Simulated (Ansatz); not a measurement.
# C4H3F5: the cost of one run

Method: the settings change from run to run; program: Ansatz 0.2.0, Gaussian basis.

### Step 1. The relaxed structure

An earlier PBE0-D4 in a triple-zeta def2 set relaxation fixed the geometry.

SMILES `FC1CC(F)(F)C1(F)F`, 12 atoms, charge 0, spin multiplicity 1.

Atoms are counted from 1 here; the program's logs count them from 0.

Bond lengths: F1–C2 1.357 Å, C2–C3 1.539 Å, C2–C7 1.542 Å, C2–H10 1.092 Å, C3–C4 1.527 Å, C3–H11 1.091 Å, C3–H12 1.087 Å, C4–F5 1.348 Å, C4–F6 1.336 Å, C4–C7 1.554 Å, C7–F8 1.340 Å, C7–F9 1.335 Å. Angles: F1–C2–C3 116.5°, F1–C2–C7 116.0°, F1–C2–H10 109.7°, C3–C2–C7 89.1°, C3–C2–H10 113.5°, C7–C2–H10 110.8°, C2–C3–C4 88.7°, C2–C3–H11 110.3°, C2–C3–H12 118.1°, C4–C3–H11 110.1°, C4–C3–H12 116.6°, H11–C3–H12 111.2°, C3–C4–F5 112.8°, C3–C4–F6 117.8°, C3–C4–C7 89.0°, F5–C4–F6 108.4°, F5–C4–C7 111.1°, F6–C4–C7 116.8° and more.

### Step 2. PBE-QIDH/def2-mTZVPP

Set apart from the defaults: unrestricted orbitals, high accuracy.

in.yaml reads:

```yaml
crystal:
  periodic: [false, false, false]
  atoms:
    - {symbol: F, position_ang: [1.756618, -1.327262, 0.517148]}
    - {symbol: C, position_ang: [1.068150, -0.246685, 0.071547]}
    - {symbol: C, position_ang: [-0.017938, -0.512174, -0.985677]}
    - {symbol: C, position_ang: [-0.940429, 0.440511, -0.228051]}
    - {symbol: F, position_ang: [-0.906068, 1.697482, -0.714361]}
    - {symbol: F, position_ang: [-2.218216, 0.081290, -0.078430]}
    - {symbol: C, position_ang: [-0.021434, 0.298245, 1.017041]}
    - {symbol: F, position_ang: [-0.478413, -0.641743, 1.854936]}
    - {symbol: F, position_ang: [0.251716, 1.404814, 1.711967]}
    - {symbol: H, position_ang: [1.767479, 0.543588, -0.211113]}
    - {symbol: H, position_ang: [-0.385571, -1.535747, -0.901577]}
    - {symbol: H, position_ang: [0.201207, -0.257520, -2.019526]}
basis:
  gaussian: {orbitals: def2-mTZVPP}
magnetization: {spin_polarized: true, initial_magnetization: 0}
hamiltonian: {xc: {name: PBE-QIDH}}
accuracy: high
```

Command:

```
> ansatz run in.yaml --threads 2 --pin off --events-out ev --progress --plain --max-ram 32768MiB --backend cpu
```

**Question.** How long does this run take on 2 threads of AMD EPYC 7R13, shared host, and how much memory does it need?

About 48 s, with a peak of 1.9 GiB.
